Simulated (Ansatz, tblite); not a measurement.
# [OsH6]4-: one state, many levels

Aim: run the singlet of [OsH6]4- at one geometry on many levels, and compare frontier levels, spin and run time.

The runs use Ansatz 0.2.0, Gaussian basis; as each input shows.

Plan: GFN1-xTB, PBE-D4/def2-TZVPD, r2SCAN-D4/def2-TZVPD, r2SCANh-D4/def2-TZVPD, HSE06-D4/def2-TZVPD, ωB97X-V/def2-TZVPD, LDA/def2-TZVPD, HF/def2-TZVPD, PBE+5HF/def2-TZVPD, PBE+10HF/def2-TZVPD, PBE+15HF/def2-TZVPD, PBE+35HF/def2-TZVPD, PBE+50HF/def2-TZVPD, PBE-D4/def2-SVPD, PBE0-D4/def2-SVPD, CCSD(T)/def2-TZVPPD, MP2/def2-TZVPD, RPA/def2-TZVPD.

### Step 1. The structure

The geometry is that of the singlet, from an earlier relaxation (r2SCAN-D4/def2-TZVPD).

7 atoms, charge -4, spin multiplicity 1.

Bond lengths: Os1–H2 1.603 Å, Os1–H3 1.603 Å, Os1–H4 1.679 Å, Os1–H5 1.602 Å, Os1–H6 1.679 Å, Os1–H7 1.602 Å. Angles: H2–Os1–H3 109.6°, H2–Os1–H4 130.5°, H2–Os1–H5 79.9°, H2–Os1–H6 72.4°, H2–Os1–H7 59.4°, H3–Os1–H4 72.5°, H3–Os1–H5 59.4°, H3–Os1–H6 130.5°, H3–Os1–H7 80.0°, H4–Os1–H5 130.4°, H4–Os1–H6 144.9°, H4–Os1–H7 73.1°, H5–Os1–H6 73.1°, H5–Os1–H7 107.3°, H6–Os1–H7 130.4°.

Formally the metal is d6. Os takes a core potential in the def2 sets. No spin-orbit coupling is included. The ion is computed in the gas phase, without counter-ions or solvent.

PBE0-D4/def2-TZVPD was run before; its log isn't repeated, and its numbers join the tables.

### Step 2. GFN1-xTB

Tight binding, by tblite at 300 K electronic temperature and without a spin-polarisation term:

```python
tblite.interface.Calculator('GFN1-xTB', numbers, positions, charge=-4, uhf=0).singlepoint()
```

Energy -157.1006 eV, HOMO 20.22 eV, LUMO 24.54 eV; 0.002 s.

### Step 3. PBE-D4/def2-TZVPD

start.molden holds the orbitals of an earlier run on this state, given as this run's starting guess.

in.yaml reads:

```yaml
crystal:
  periodic: [false, false, false]
  atoms:
    - {symbol: Os, position_ang: [0.266177, 0.285775, -0.005358]}
    - {symbol: H, position_ang: [-0.569163, -0.175815, 1.282191]}
    - {symbol: H, position_ang: [-0.158420, -0.604871, -1.268643]}
    - {symbol: H, position_ang: [1.671207, -0.342853, -0.676306]}
    - {symbol: H, position_ang: [-1.222053, 0.363461, -0.594118]}
    - {symbol: H, position_ang: [-0.447922, 1.655356, 0.652802]}
    - {symbol: H, position_ang: [0.460164, -1.181054, 0.609431]}
basis:
  gaussian: {orbitals: def2-TZVPD, initial_orbitals: start.molden}
total_charge: -4
hamiltonian: {xc: pbe, dispersion: d4}
scf: {omitted_lower_state_checks: [starts]}
output: {orbitals: {seedname: orbitals}}
```

Command:

```sh
ansatz run in.yaml --threads 4 --pin off --events-out ev --progress --plain --max-ram 3916MiB
```

After this run come: r2SCAN-D4/def2-TZVPD; r2SCANh-D4/def2-TZVPD; HSE06-D4/def2-TZVPD; ωB97X-V/def2-TZVPD; LDA/def2-TZVPD; HF/def2-TZVPD; PBE+5HF/def2-TZVPD; PBE+10HF/def2-TZVPD; PBE+15HF/def2-TZVPD; PBE+35HF/def2-TZVPD; PBE+50HF/def2-TZVPD; PBE-D4/def2-SVPD; PBE0-D4/def2-SVPD; CCSD(T)/def2-TZVPPD; MP2/def2-TZVPD; RPA/def2-TZVPD.

Before running them: what should the planned runs give, taken together? Wanted: gap in def2-TZVPD, named functionals and Hartree-Fock, smallest and largest; gap over the share of exact exchange; correlation energy, CCSD(T)/def2-TZVPPD; correlation energy, MP2/def2-TZVPD; PBE0 total energy, smallest basis above largest.

The runs gave:

| quantity | value |
| --- | --- |
| gap in def2-TZVPD, named functionals and Hartree-Fock, smallest and largest | 0.21 eV (LDA), 2.30 eV (ωB97X-V) |
| gap over the share of exact exchange | 0.21 eV at 0, 1.25 eV at 0.5 |
| correlation energy, CCSD(T)/def2-TZVPPD | -20.97 eV |
| correlation energy, MP2/def2-TZVPD | -16.88 eV |
| PBE0 total energy, smallest basis above largest | 9.83 eV (def2-SVPD, def2-TZVPD) |

**Reading.** Over the named functionals and Hartree-Fock in def2-TZVPD the gap runs from 0.21 eV (LDA) to 2.30 eV (ωB97X-V); exact exchange widens it. Raising the share of exact exchange from 0 to 0.5 moves the HOMO by -0.35 eV and the LUMO by +0.68 eV. All 8 functionals in this basis put the HOMO above zero: at these levels the basis alone holds the outermost electron. Notes on CCSD(T)/def2-TZVPPD and its Hartree-Fock reference, which MP2 shares: large T1 diagnostic, restricted state is unstable towards broken spin symmetry.
